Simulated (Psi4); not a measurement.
**CH4AlClO (SMILES C[O][AlH][Cl]): MP2/6-31G(d) (spherical functions)**

What is the vertical ionisation energy of CH4AlClO at MP2/6-31G* (spherical functions)? 

Program for the calculation: Psi4 1.11.

13 further runs of the same task are left out: 12 that didn't finish, 1 set aside as unsound or not needed.

## Step 1: The structure to begin with

The species is CH4AlClO (8 atoms), meant as a singlet with charge 0. As SMILES, `C[O][AlH][Cl]`. The shape is that of a PBE0-D4/def2-TZVP optimisation. This is one conformer, not always the lowest.

Bond lengths: C1–O2 1.400 Å, O2–Al3 1.672 Å, Al3–Cl4 2.097 Å, C1–H5 1.094 Å, C1–H6 1.096 Å, C1–H7 1.094 Å, Al3–H8 1.563 Å. Angles: C1–O2–Al3 136.5°, O2–Al3–Cl4 118.9°, O2–C1–H5 109.9°, O2–C1–H6 112.3°, O2–C1–H7 109.8°, O2–Al3–H8 119.8°, Cl4–Al3–H8 121.3°, H5–C1–H6 108.3°, H5–C1–H7 108.0°, H6–C1–H7 108.3°.

## Step 2: The energy at MP2/6-31G(d) (spherical functions)

Input file job.py:

```python
import psi4

psi4.set_memory(2200000000)
psi4.set_num_threads(1)
psi4.core.set_output_file('ch4alclo.out', False)

geom = psi4.geometry("""
0 1
C
O 1 1.399641
Al 2 1.672278 1 136.49692
Cl 3 2.096715 2 118.94137 1 -0.00159
H 1 1.094322 2 109.86062 3 -120.25771
H 1 1.095722 5 108.32923 2 -123.03375
H 1 1.094272 5 108.04102 6 -117.15187
H 3 1.563265 2 119.76069 1 179.99979
symmetry c1
""")

psi4.set_options({
    'basis': '6-31G*',
    'puream': True,
    'e_convergence': 1e-09,
    'd_convergence': 1e-08,
    'scf_type': 'pk',
    'num_frozen_docc': 12,
    'mp2_type': 'conv',
})

energy_value, wavefunction = psi4.energy("mp2", molecule=geom, return_wfn=True)
print('E =', round(energy_value, 9))
```

Launch:

```
$ python job.py
```

ch4alclo.out, shortened:

```text
[...]
  Running in c1 symmetry.
[...]
  Nuclear repulsion =  196.040747010060699
[...]
  Multiplicity = 1
[...]
  Nalpha       = 24
  Nbeta        = 24
[...]
    Number of basis functions: 72
[...]
   @RHF iter   1:  -816.46349635176284   -9.06732e-01   6.07429e-03 DIIS/ADIIS
[...]
   @RHF iter  11:  -816.55339231187077   -1.93268e-12   5.41955e-09 DIIS
[...]
    Orbital Energies [Eh]
    ---------------------
    Doubly Occupied:
       1A   -104.799427     2A    -58.502430     3A    -20.550015
       4A    -11.277078     5A    -10.540653     6A     -8.008410
       7A     -8.006691     8A     -8.006482     9A     -4.926741
      10A     -3.242202    11A     -3.240952    12A     -3.238898
      13A     -1.335327    14A     -1.077407    15A     -0.923311
      16A     -0.663248    17A     -0.625128    18A     -0.620124
      19A     -0.552393    20A     -0.487242    21A     -0.471840
      22A     -0.459461    23A     -0.453756    24A     -0.450248
[...]
  @RHF Final Energy:  -816.55339231187077
   => Energetics <=
    Nuclear Repulsion Energy =            196.0407470100606986
    One-Electron Energy =               -1520.2693472349074000
    Two-Electron Energy =                 507.6752079129760773
    Total Energy =                       -816.5533923118707662
[...]
 Multipole Moments:
 ------------------------------------------------------------------------------------
     Multipole            Electronic (a.u.)      Nuclear  (a.u.)        Total (a.u.)
 ------------------------------------------------------------------------------------
 L = 1.  Multiply by 2.5417464519 to convert [e a0] to [Debye]
 Dipole X            :         -0.0001794            0.0001555           -0.0000238
 Dipole Y            :         -5.8355018            6.2636155            0.4281137
 Dipole Z            :          4.7364916           -4.9931506           -0.2566590
 Magnitude           :                                                    0.4991545
[...]
	SCS-MP2 Total Energy (a.u.)        :  -817.02604404525403
	SOS-MP2 Total Energy (a.u.)        :  -816.98568422459709
	SCSN-MP2 Total Energy (a.u.)       :  -816.76649216493934
[...]
	SOS-PI-MP2 Total Energy (a.u.)     :  -817.05773287671809
[...]
	MP2 Total Energy (a.u.)            :  -817.03471503444678
[...]
```

The script printed:

```text
E = -817.034715034
```

Run time: 6.3 s. Hardware: 1 thread of AMD EPYC 7R43 (Zen 3), shared host; peak memory 0.29 GiB.

## Step 3: The doublet cation at the same level

Input file run_ase.py:

```python
import numpy as np
from ase.calculators.psi4 import Psi4
from ase import Atoms

a = Atoms(['C', 'O', 'Al', 'Cl', 'H', 'H', 'H', 'H'], positions=[
    [0.132200, 1.250600, 0.263000],
    [0.645300, 0.052000, -0.246000],
    [0.103400, -1.519700, -0.426600],
    [-1.829000, -2.007800, 0.224400],
    [0.118400, 2.012400, -0.522500],
    [-0.886500, 1.136200, 0.650000],
    [0.770200, 1.612600, 1.075000],
    [1.038000, -2.593300, -1.072900],
])
calc = Psi4(atoms=a, method='mp2', basis='6-31G*', memory='2200MB', num_threads=1, charge=1, multiplicity=2, label='psi4-calc', reference='uhf')
calc.psi4.set_options({'puream': True, 'e_convergence': 1e-09, 'd_convergence': 1e-06, 'scf_type': 'pk', 'num_frozen_docc': 12, 'mp2_type': 'conv', 'maxiter': 150, 'guess': 'sap', 'orbital_optimizer_package': 'ooo'})
a.calc = calc

print(f'energy: {a.get_potential_energy():.6f} eV')
```

Launch:

```
$ python run_ase.py
```

psi4-calc.dat, shortened:

```text
[...]
  Running in c1 symmetry.
[...]
  Nuclear repulsion =  196.040773346777712
[...]
  Multiplicity = 2
[...]
  Nalpha       = 24
  Nbeta        = 23
[...]
    Number of basis functions: 72
[...]
   @UHF iter   1:  -810.69876701567273   -8.10699e+02   3.51197e-02 ADIIS+DIIS
[...]
   @UHF iter  18:  -816.15243507590708   -8.49468e-10   1.39863e-07 Converged
[...]
   @S^2 Observed:                7.574069435E-01
[...]
  @UHF Final Energy:  -816.15243507590969
   => Energetics <=
    Nuclear Repulsion Energy =            196.0407733467777120
    One-Electron Energy =               -1508.0520601791035915
    Two-Electron Energy =                 495.8588517564161293
    Total Energy =                       -816.1524350759096933
  UHF NO Occupations:
  HONO-2 :   22  A 1.9993648
  HONO-1 :   23  A 1.9971966
[...]
 Multipole Moments:
 ------------------------------------------------------------------------------------
     Multipole            Electronic (a.u.)      Nuclear  (a.u.)        Total (a.u.)
 ------------------------------------------------------------------------------------
 L = 1.  Multiply by 2.5417464519 to convert [e a0] to [Debye]
 Dipole X            :         -4.7456914            3.5374040           -1.2082874
 Dipole Y            :         -8.2093933            7.1758341           -1.0335592
 Dipole Z            :         -0.1756693            0.3982387            0.2225694
 Magnitude           :                                                    1.6055343
[...]
	SCS-MP2 Total Energy (a.u.)        :  -816.60538538976152
	SOS-MP2 Total Energy (a.u.)        :  -816.60236340603115
	SCSN-MP2 Total Energy (a.u.)       :  -816.35113127177863
[...]
	SOS-PI-MP2 Total Energy (a.u.)     :  -816.63697327757893
[...]
	MP2 Total Energy (a.u.)            :  -816.61142935722228
[...]
```

Standard output:

```text
energy: -22221.128836 eV
```

Wall time 7.2 s (1 thread of AMD EPYC 7R43 (Zen 3), shared host); peak memory 0.32 GiB.

## Step 4: Summary of results

Level: MP2/6-31G* (spherical functions), 12 core orbitals frozen.

```
                                                                  quantity          value
                                            singlet CH4AlClO: total energy  -817.03472 Eh
                     singlet CH4AlClO: HOMO energy (Hartree–Fock orbitals)      -12.25 eV
                     singlet CH4AlClO: LUMO energy (Hartree–Fock orbitals)        1.97 eV
                   singlet CH4AlClO: HOMO–LUMO gap (Hartree–Fock orbitals)       14.22 eV
            singlet CH4AlClO: correlation energy (12 core orbitals frozen)     -481.3 mEh
                                              doublet cation: total energy  -816.61143 Eh
doublet cation: HOMO energy (Hartree–Fock orbitals) (highest over α and β)      -16.73 eV
 doublet cation: LUMO energy (Hartree–Fock orbitals) (lowest over α and β)       -9.49 eV
              doublet cation: correlation energy (12 core orbitals frozen)     -459.0 mEh
                         doublet cation: ⟨S²⟩ of the reference determinant          0.757
                        vertical ionisation energy (to the doublet cation)      11.518 eV
```

Removing an electron at fixed nuclei costs 11.52 eV (266 kcal/mol).
